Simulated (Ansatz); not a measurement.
# C2H7F3MoO3: small, medium and large basis sets

One table from this session's results is given with a row withheld; the runs are named, their logs left out.

Program: Ansatz 0.2.0, Gaussian basis. Level of theory: one geometry, several basis sets. These are calculated values, not measurements.

The runs, in order: PBE0-D4/def2-SVP; ωB97M-V/def2-SVP; PBE0-D4/def2-QZVPP; ωB97M-V/def2-QZVPP; the functionals' def2-TZVPP values are taken from earlier runs.

**Structure used throughout**

All runs share one geometry, relaxed beforehand with PBE0-D4 in a triple-zeta def2 set. Mo takes the def2 core potential; no spin-orbit term is included.

16 atoms, charge 0, spin multiplicity 1.

Atoms are counted from 1 here; the program's logs count them from 0.

Bond lengths: C1–O2 1.396 Å, C1–H10 1.094 Å, C1–H11 1.092 Å, C1–H12 1.093 Å, O2–Mo3 1.822 Å, Mo3–O4 1.883 Å, Mo3–F5 1.879 Å, Mo3–F6 1.868 Å, Mo3–F7 1.873 Å, Mo3–O8 1.821 Å, O4–H13 0.963 Å, O8–C9 1.398 Å, C9–H14 1.095 Å, C9–H15 1.094 Å, C9–H16 1.091 Å. Angles: O2–C1–H10 109.3°, O2–C1–H11 109.0°, O2–C1–H12 109.0°, H10–C1–H11 110.2°, H10–C1–H12 109.8°, H11–C1–H12 109.5°, C1–O2–Mo3 140.1°, O2–Mo3–O4 98.9°, O2–Mo3–F5 83.4°, O2–Mo3–F6 166.0°, O2–Mo3–F7 94.8°, O2–Mo3–O8 95.9°, O4–Mo3–F5 170.5°, O4–Mo3–F6 95.1°, O4–Mo3–F7 82.1°, O4–Mo3–O8 86.1°, F5–Mo3–F6 82.6°, F5–Mo3–F7 88.5° and more.

Set-up of the first run:

in.yaml

```yaml
crystal:
  periodic: [false, false, false]
  atoms:
    - {symbol: C, position_ang: [1.895797, -0.320837, -2.032462]}
    - {symbol: O, position_ang: [1.328138, -0.043678, -0.787864]}
    - {symbol: Mo, position_ang: [-0.211630, 0.614848, -0.069062]}
    - {symbol: O, position_ang: [0.442378, 1.096654, 1.629868]}
    - {symbol: F, position_ang: [-0.852168, 0.439113, -1.826849]}
    - {symbol: F, position_ang: [-1.955254, 1.204011, 0.251547]}
    - {symbol: F, position_ang: [0.190864, 2.404680, -0.447460]}
    - {symbol: O, position_ang: [-0.735174, -0.945106, 0.710820]}
    - {symbol: C, position_ang: [-1.583577, -1.270012, 1.773402]}
    - {symbol: H, position_ang: [1.118497, -0.279898, -2.801121]}
    - {symbol: H, position_ang: [2.346985, -1.315314, -2.003676]}
    - {symbol: H, position_ang: [2.667165, 0.423794, -2.245703]}
    - {symbol: H, position_ang: [0.709310, 2.013526, 1.751282]}
    - {symbol: H, position_ang: [-1.122028, -0.927065, 2.704922]}
    - {symbol: H, position_ang: [-2.544314, -0.764963, 1.636613]}
    - {symbol: H, position_ang: [-1.717991, -2.352352, 1.799941]}
basis:
  gaussian: {orbitals: def2-SVP}
hamiltonian: {xc: pbe0, dispersion: d4}
output: {orbitals: {seedname: orbitals}}
```

Run with:

```
$ ansatz run in.yaml --threads 5 --pin off --events-out ev --progress --plain --max-ram 66560MiB --backend cpu
```

Among the steps run: PBE0-D4 in def2-SVP; ωB97M-V in def2-SVP; PBE0-D4 in def2-QZVPP; ωB97M-V in def2-QZVPP.

One table of the session follows, with a row left open; its other results are not shown here.

It belongs to the step «Functionals by basis». 

| functional | basis | HOMO (eV) | LUMO (eV) |
| --- | --- | --- | --- |
| PBE0-D4 | def2-SVP | ? | ? |
| PBE0-D4 | def2-TZVPP | -9.14 | -3.39 |
| PBE0-D4 | def2-QZVPP | -9.14 | -3.38 |
| ωB97M-V | def2-SVP | -11.44 | -1.40 |
| ωB97M-V | def2-TZVPP | -11.47 | -1.35 |
| ωB97M-V | def2-QZVPP | -11.48 | -1.35 |

**Question.** Estimate the row for PBE0-D4, def2-SVP.

The run gave: HOMO (eV): -9.11; LUMO (eV): -3.44. In the column «HOMO (eV)» it is the highest.
